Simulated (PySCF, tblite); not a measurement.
**C3H8BFS: geometry, infrared bands and NMR shifts**

Aim: predict the infrared bands and NMR shifts of C3H8BFS (`CCB(F)SC`).

The runs use tblite 0.8.0 and PySCF 2.14.0, with density-fitted response routines of our own; the level of theory stands in each step. All values are computed, except where a source is named. Atoms are numbered from 0 throughout.

**1. The starting structure**

14 atoms, charge 0, multiplicity 1; geometry from: force field or distance geometry start.

Bonds of the start (Å): C0–C1 1.51, C1–B2 1.60, B2–F3 1.46, B2–S4 1.88, S4–C5 1.82, C0–H6 1.11, C0–H7 1.10, C0–H8 1.11, C1–H9 1.10, C1–H10 1.12, C5–H11 1.10, C5–H12 1.12, C5–H13 1.11.

**2. Geometry optimisation with GFN2-xTB**

Job settings and geometry (Å):

```
{"job": {"kind": "relax", "xc": "GFN2-xTB", "basis": "xTB"}, "charge": 0, "multiplicity": 1}
C     -2.419200     0.158300     0.258200
C     -1.097200     0.671500     0.787100
B     -0.032300     0.323800    -0.351300
F     -0.367800    -0.706300    -1.325200
S      1.487600     1.396300    -0.612400
C      2.911200     0.273600    -0.464300
H     -2.166000    -0.751500    -0.333600
H     -3.139800    -0.032800     1.069600
H     -2.755000     0.931400    -0.462100
H     -1.104800     1.758200     0.976000
H     -0.835400     0.165600     1.754800
H      3.349400     0.182800    -1.468000
H      2.544400    -0.735200    -0.147800
H      3.624100     0.643700     0.296800
```

Run with:

```console
OMP_NUM_THREADS=1 python probes_run.py task.json out
```

One launch serves the whole session: the jobs run in the order shown.

**Question.** This job is followed by: GFN2-xTB harmonic vibrations, gas phase; GIAO PBE0/pcSseg-1 NMR shielding, non-relativistic, gas phase. What will the session give for the following? strongest single infrared mode (GFN2-xTB); zero-point energy (GFN2-xTB); 13C shifts against TMS (PBE0/pcSseg-1); 1H shifts against TMS (PBE0/pcSseg-1, means over atoms taken as alike); 11B shifts against BF3·OEt2 (PBE0/pcSseg-1); 19F shifts against CFCl3 (PBE0/pcSseg-1); 33S shifts against CS2 (PBE0/pcSseg-1).

The runs gave:

| quantity | value |
| --- | --- |
| strongest single infrared mode (GFN2-xTB) | 1233 cm⁻¹, 155 km/mol |
| zero-point energy (GFN2-xTB) | 68.5 kcal/mol |
| 13C shifts against TMS (PBE0/pcSseg-1) | 15.9, 13.5, 9.0 ppm |
| 1H shifts against TMS (PBE0/pcSseg-1, means over atoms taken as alike) | 2.21, 1.24, 1.05 ppm |
| 11B shifts against BF3·OEt2 (PBE0/pcSseg-1) | 52.9 ppm |
| 19F shifts against CFCl3 (PBE0/pcSseg-1) | -47.3 ppm |
| 33S shifts against CS2 (PBE0/pcSseg-1) | -33 ppm |

In words: Relaxing lowered the energy by 1.083 eV in 82 steps; the close pair that moved most is B2–F3, from 1.457 to 1.330 Å. No mode is imaginary among the 36: a minimum at this level. The strongest single mode, at 1233 cm⁻¹, has its largest shares on B2, H9 and F3 (the list is cut at 3 atoms). Unscaled tight-binding wavenumbers are off by several per cent, some by more. Its intensities can rank the bands wrongly. At PBE0/pcSseg-1: The widest tensor belongs to F3: span 416 ppm, with a paramagnetic part of -254 ppm.
